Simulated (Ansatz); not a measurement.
# Cl3F3H2OW: the cost of one run

All numbers below are computed with Ansatz 0.2.0 (RHF/def2-SVP).

**1. The system as given**

Bond lengths: W1–Cl2 2.740 Å, W1–Cl3 2.390 Å, W1–Cl4 2.390 Å, W1–O5 1.940 Å, O5–H6 1.010 Å, W1–F7 1.850 Å, W1–F8 1.850 Å, W1–F9 2.150 Å, Cl3–F9 1.892 Å, Cl4–F9 1.816 Å. Angles (14 of 27 angles, heavy atoms first): Cl2–W1–Cl3 90.0°, Cl2–W1–Cl4 90.0°, Cl2–W1–O5 90.0°, Cl2–W1–F7 90.0°, Cl2–W1–F8 180.0°, Cl2–W1–F9 71.6°, Cl3–W1–Cl4 90.0°, Cl3–W1–O5 180.0°, Cl3–W1–F7 90.0°, Cl3–W1–F8 90.0°, Cl3–W1–F9 48.9°, Cl4–W1–O5 90.0°, Cl4–W1–F7 180.0°, Cl4–W1–F8 90.0°.

Structure file:

```xyz
10

W     0.0000    0.0000    0.0000
Cl    0.0000    0.0000    2.7400
Cl    2.3900    0.0000    0.0000
Cl    0.0000    2.3900    0.0000
O    -1.9400    0.0000    0.0000
H    -2.2771   -0.1263    0.9437
F     0.0000   -1.8500    0.0000
F     0.0000    0.0000   -1.8500
F     1.4129    1.4719    0.6779
H     1.0415    1.0850    1.8560
```

**2. Pulling towards end A**

Springs on the bonds that form and break draw the guess towards this end; the thresholds are loose.

File input.yaml:

```yaml
crystal:
  periodic: [false, false, false]
  atoms:
    - { symbol: W, position_ang: [0.0, 0.0, 0.0] }
    - { symbol: Cl, position_ang: [0.0, 0.0, 2.74] }
    - { symbol: Cl, position_ang: [2.39, 0.0, 0.0] }
    - { symbol: Cl, position_ang: [0.0, 2.39, 0.0] }
    - { symbol: O, position_ang: [-1.94, 0.0, 0.0] }
    - { symbol: H, position_ang: [-2.2771, -0.1263, 0.9437] }
    - { symbol: F, position_ang: [0.0, -1.85, 0.0] }
    - { symbol: F, position_ang: [0.0, 0.0, -1.85] }
    - { symbol: F, position_ang: [1.4129, 1.4719, 0.6779] }
    - { symbol: H, position_ang: [1.0415, 1.085, 1.856] }
basis:
  gaussian: { orbitals: def2-SVP }
hamiltonian:
  xc: hf
relax:
  f_tol: 0.15
  max_steps: 25
  restrain:
    - { distance: [0, 8], at: 3.05, k: 30.0 }
    - { distance: [9, 1], at: 2.57, k: 30.0 }
    - { distance: [0, 1], at: 2.39, k: 30.0 }
    - { distance: [9, 8], at: 0.92, k: 30.0 }
output:
  orbitals: {}
```

Run with:

```bash
$ ansatz run input.yaml --threads 4 --pin off --max-ram 5120MiB --backend cpu --events-out ev --progress --plain --runs-dir out
```

**Question.** How long does this run take on 4 threads of Arm Neoverse V1, shared host, and how much memory does it need?

About 65 s, with a peak of 0.57 GiB.
